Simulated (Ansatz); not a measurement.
# CH₄AlFS: up Jacob's ladder to CCSD(T)

Aim: compute CH₄AlFS with functionals from several rungs and with coupled cluster, and see how far each lands from CCSD(T) at the basis-set limit for the atomisation energy.

Method: functionals in def2-TZVPP, the program's frozen cores in correlated methods; program: Ansatz 0.2.0, Gaussian basis.

Plan: PBE-D4, r2SCAN-D4, PBE0-D4, B3LYP-D4, ωB97X-V, ωB97M-V, B2PLYP; CCSD(T)/def2-TZVPP; CCSD(T)/def2-QZVPP; extrapolation to the limit.

### 1 Structure used throughout

All runs share one geometry, relaxed beforehand with PBE0-D4 in a triple-zeta def2 set.

SMILES `[CH3][Al]([F])[SH]`, 8 atoms, charge 0, spin multiplicity 1.

Atoms are counted from 1 here; the program's logs count them from 0.

Bond lengths: C1–Al2 1.935 Å, C1–H5 1.092 Å, C1–H6 1.094 Å, C1–H7 1.094 Å, Al2–F3 1.650 Å, Al2–S4 2.177 Å, S4–H8 1.345 Å. Angles: Al2–C1–H5 111.4°, Al2–C1–H6 111.2°, Al2–C1–H7 110.8°, H5–C1–H6 108.3°, H5–C1–H7 108.0°, H6–C1–H7 107.1°, C1–Al2–F3 121.1°, C1–Al2–S4 124.7°, F3–Al2–S4 114.2°, Al2–S4–H8 92.2°.

### 2 PBE-D4 (GGA)

Contents of in.yaml:

```yaml
crystal:
  periodic: [false, false, false]
  atoms:
    - {symbol: C, position_ang: [0.517512, 0.728089, -0.745233]}
    - {symbol: Al, position_ang: [-0.100417, -0.903732, 0.091225]}
    - {symbol: F, position_ang: [0.244523, -2.379440, -0.560600]}
    - {symbol: S, position_ang: [-1.284252, -0.988011, 1.915822]}
    - {symbol: H, position_ang: [1.184052, 0.517788, -1.584398]}
    - {symbol: H, position_ang: [1.054089, 1.358904, -0.031106]}
    - {symbol: H, position_ang: [-0.325182, 1.315098, -1.122269]}
    - {symbol: H, position_ang: [-1.290325, 0.351304, 2.036560]}
basis:
  gaussian: {orbitals: def2-TZVPP}
hamiltonian: {xc: pbe, dispersion: d4}
output: {forces: true, orbitals: {seedname: orbitals}}
```

Started as:

```console
> ansatz run in.yaml --threads 2 --pin off --events-out ev --progress --plain --max-ram 32768MiB --backend cpu
```

After this run come: r2SCAN-D4 (meta-GGA); PBE0-D4 (hybrid); B3LYP-D4 (hybrid); ωB97X-V (range-separated); ωB97M-V (range-separated); B2PLYP (double hybrid); CCSD(T) in def2-TZVPP; CCSD(T) in def2-QZVPP.

Before running them: what should the planned runs give, taken together? Wanted: atomisation energy, CCSD(T)/CBS; farthest; mean size of error, hybrid; mean size of error, range-separated; gap, smallest and largest; T1 diagnostic; triples share of the correlation energy.

The runs gave:

```
                               quantity                                 value
        atomisation energy, CCSD(T)/CBS                         2898.0 kJ/mol
 functionals within 14.5 kJ/mol (0.5 %)   PBE-D4, r2SCAN-D4, ωB97X-V, ωB97M-V
                               farthest                 B2PLYP (-47.8 kJ/mol)
             mean size of error, hybrid                           30.2 kJ/mol
    mean size of error, range-separated                            4.1 kJ/mol
              gap, smallest and largest  5.47 eV (PBE-D4), 11.74 eV (ωB97X-V)
                          T1 diagnostic                                0.0114
triples share of the correlation energy                                 3.5 %
```

In words: PBE-D4 misses by +10.2 kJ/mol. Double hybrids carry the basis error of their MP2 part in triple zeta, and no dispersion term here, so their miss is partly the set-up's. Misses under about 14.5 kJ/mol are within the doubt on the reference itself, which lacks core-valence correlation, relativity and higher excitations. Hartree-Fock recovers 75 % of the binding; the rest is correlation. Orbital gaps span 5.5 to 11.7 eV; exact exchange widens them.
